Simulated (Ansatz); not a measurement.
# WSi2: the cost of one run

Method: DFT r²SCAN, scalar-relativistic, plane waves, PAW, in Ansatz 0.2.0.

2 further runs of the same task are left out: 1 that didn't finish, 1 set aside as unsound or not needed. Runs told in other sessions of the task aren't counted.

## (1) The system as given

It takes space group I4/mmm (No. 139, tetragonal). Conventional cell: a = 3.212 Å, b = 3.212 Å, c = 7.804 Å, α = 90.00°, β = 90.00°, γ = 90.00°. Around Si (site symmetry 4mm) lie 5 Si at 2.58 to 2.63 Å and 5 W at 2.61 Å. Around W (site symmetry 4/mmm) lie 10 Si at 2.61 Å.

As a file:

```cif
data_structure
_symmetry_space_group_name_H-M 'P 1'
_symmetry_Int_Tables_number 1
_cell_length_a 4.5148
_cell_length_b 4.5148
_cell_length_c 4.5148
_cell_angle_alpha 138.331
_cell_angle_beta 138.331
_cell_angle_gamma 60.397
_cell_volume 40.25
loop_
_atom_site_label
_atom_site_type_symbol
_atom_site_fract_x
_atom_site_fract_y
_atom_site_fract_z
_atom_site_occupancy
Si1 Si 0.33484 0.33484 0.00000 1
Si2 Si 0.66516 0.66516 0.00000 1
W1 W 0.00000 0.00000 0.00000 1
```

An earlier run at r²SCAN left this cell at 13.415 Å³/atom and 0.00 GPa (14×14×14 mesh).

Volume factors to run: 0.980, 1.020, 0.960, 1.040, 1.070.

## (2) At 0.980 of the relaxed volume

input.yaml

```yaml
crystal:
  lattice:
    - [-1.5949932891, 1.5949932891, 3.8758628851]
    - [1.5949932891, -1.5949932891, 3.8758628851]
    - [1.5949932891, 1.5949932891, -3.8758628851]
  atoms:
    - { symbol: Si, position: [0.3348428241, 0.3348428241, 0.0] }
    - { symbol: Si, position: [0.6651571759, 0.6651571759, 0.0] }
    - { symbol: W, position: [0.0, 0.0, 0.0] }
basis:
  ecutwfc: 500
  ecutrho_ratio: 4
kpoints:
  mp_grid: { grid: [14, 14, 14] }
hamiltonian:
  xc: r2scan
scf:
  occupations: { method: gaussian, width: 0.05 }
output:
  forces: true
  stress: true
  eigenvalues: true
relax:
  f_tol: 0.01
  max_steps: 40
  cell: { stress_tol: 0.1, fix: [volume] }
```

Launch:

```console
$ ansatz run input.yaml --threads 4 --pin off --max-ram 7168MiB --backend cpu --events-out ev --progress --plain --runs-dir out
```

What time and memory should one allow on 4 threads of Arm Neoverse V2, shared host?

About 25 s, with a peak of 0.7 GiB.
